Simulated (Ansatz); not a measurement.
# C2H5Al + H2: a complex and its separated parts

Aim: how far the complex at one end of a reaction step lies below its separated, relaxed parts, level by level.

Program: Ansatz 0.2.0, Gaussian basis. Level of theory: PBE0-D4/def2-TZVP structures, single points in def2-TZVPP, no counterpoise correction. These are calculated values, not measurements.

Levels: SPW92, PBE-D4, BLYP-D4, r2SCAN-D4, B97M-V, PBE0-D4, B3LYP-D4, r2SCAN0-D4, BHLYP-D4, CAM-B3LYP-D4, wB97X-V, wB97M-V, B2PLYP, PBE-QIDH, RPA on PBE, Hartree-Fock, MP2, CCSD, CCSD(T).

Correlated methods freeze the cores. B3LYP uses VWN-RPA correlation. B2PLYP carries no dispersion term here.

56 further runs of the same task are left out: 56 set aside as unsound or not needed.

## Step 1: The system as given

The complex: 10 atoms, charge 0, spin multiplicity 1.

Atoms are counted from 1 here; the program's logs count them from 0.

Bond lengths: Al1–C3 1.791 Å, Al1–C5 1.944 Å, H2–H4 0.770 Å, C3–H6 1.085 Å, C3–H7 1.087 Å, C5–H8 1.094 Å, C5–H9 1.093 Å, C5–H10 1.092 Å. Angles: C3–Al1–C5 167.0°, Al1–C3–H6 125.8°, Al1–C3–H7 120.3°, H6–C3–H7 113.8°, Al1–C5–H8 109.6°, Al1–C5–H9 111.6°, Al1–C5–H10 111.9°, H8–C5–H9 107.6°, H8–C5–H10 107.6°, H9–C5–H10 108.3°.

Geometry (Å):

| atom | x (Å) | y (Å) | z (Å) |
| --- | --- | --- | --- |
| Al1 | -0.2883 | 0.1168 | 0.0592 |
| H2 | 1.1595 | 0.4603 | -1.4367 |
| C3 | -1.6199 | 0.8105 | -0.9170 |
| H4 | 0.8211 | -0.1838 | -1.6893 |
| C5 | 0.8378 | -0.7063 | 1.4132 |
| H6 | -2.6281 | 1.0085 | -0.5671 |
| H7 | -1.4457 | 1.1135 | -1.9460 |
| H8 | 0.2592 | -0.8574 | 2.3291 |
| H9 | 1.2076 | -1.6823 | 1.0905 |
| H10 | 1.6967 | -0.0798 | 1.6643 |

Its parts: C2H5Al holds atoms 1, 3, 5, 6, 7, 8, 9, 10; H2 holds atoms 2, 4. Each part counts its atoms afresh in its own runs.

## Step 2: Relaxing C2H5Al alone

File relax-a/in.yaml:

```yaml
crystal:
  periodic: [false, false, false]
  atoms:
    - {symbol: Al, position_ang: [-0.288305, 0.116776, 0.059222]}
    - {symbol: C, position_ang: [-1.619871, 0.810536, -0.916950]}
    - {symbol: C, position_ang: [0.837833, -0.706257, 1.413206]}
    - {symbol: H, position_ang: [-2.628093, 1.008471, -0.567084]}
    - {symbol: H, position_ang: [-1.445702, 1.113529, -1.946018]}
    - {symbol: H, position_ang: [0.259246, -0.857383, 2.329128]}
    - {symbol: H, position_ang: [1.207622, -1.682343, 1.090487]}
    - {symbol: H, position_ang: [1.696722, -0.079848, 1.664348]}
basis:
  gaussian: {orbitals: def2-TZVP}
hamiltonian: {xc: pbe0, dispersion: d4}
relax: {f_tol: 0.005, max_steps: 200}
```

Started as:

```bash
> ansatz run in.yaml --threads 2 --pin off --events-out ev --progress --plain --max-ram 4352MiB
```

Further steps of the session: Relaxing H2 alone; SPW92/def2-TZVPP; PBE-D4/def2-TZVPP; BLYP-D4/def2-TZVPP; r2SCAN-D4/def2-TZVPP; B97M-V/def2-TZVPP; PBE0-D4/def2-TZVPP; B3LYP-D4/def2-TZVPP; r2SCAN0-D4/def2-TZVPP; BHLYP-D4/def2-TZVPP; CAM-B3LYP-D4/def2-TZVPP; wB97X-V/def2-TZVPP; wB97M-V/def2-TZVPP; B2PLYP/def2-TZVPP; PBE-QIDH/def2-TZVPP; RPA on PBE/def2-TZVPP; CCSD(T)/def2-TZVPP; Vibrations of C2H5Al; Vibrations of H2.

**Question.** What will these runs give? Wanted: complex less parts, CCSD(T)/def2-TZVPP; with zero-point energy; largest T1 diagnostic.

As calculated:

```
                              quantity          value
complex less parts, CCSD(T)/def2-TZVPP  -3.1 kcal/mol
                with zero-point energy   0.0 kcal/mol
                 largest T1 diagnostic          0.015
```

In words: At CCSD(T) the complex lies 3.1 kcal/mol below its parts. The functionals run from BLYP-D4, off by -0.1 kcal/mol, to SPW92, off by -6.1 kcal/mol, against CCSD(T). By rung, the mean size of the error is: LDA 6.1, GGA 1.1, meta-GGA 1.2, hybrid 1.0, range-separated hybrid 0.5, double hybrid 0.7 kcal/mol. PBE-D4 gives a relative energy 2.1 kcal/mol too low, outside chemical accuracy (1 kcal/mol). No counterpoise was applied, and triple zeta lacks some correlation, so the CCSD(T) reference has a basis error of its own, and close matches with it are partly luck. The restricted Hartree–Fock reference is unstable towards an unrestricted one at one or more of these structures.
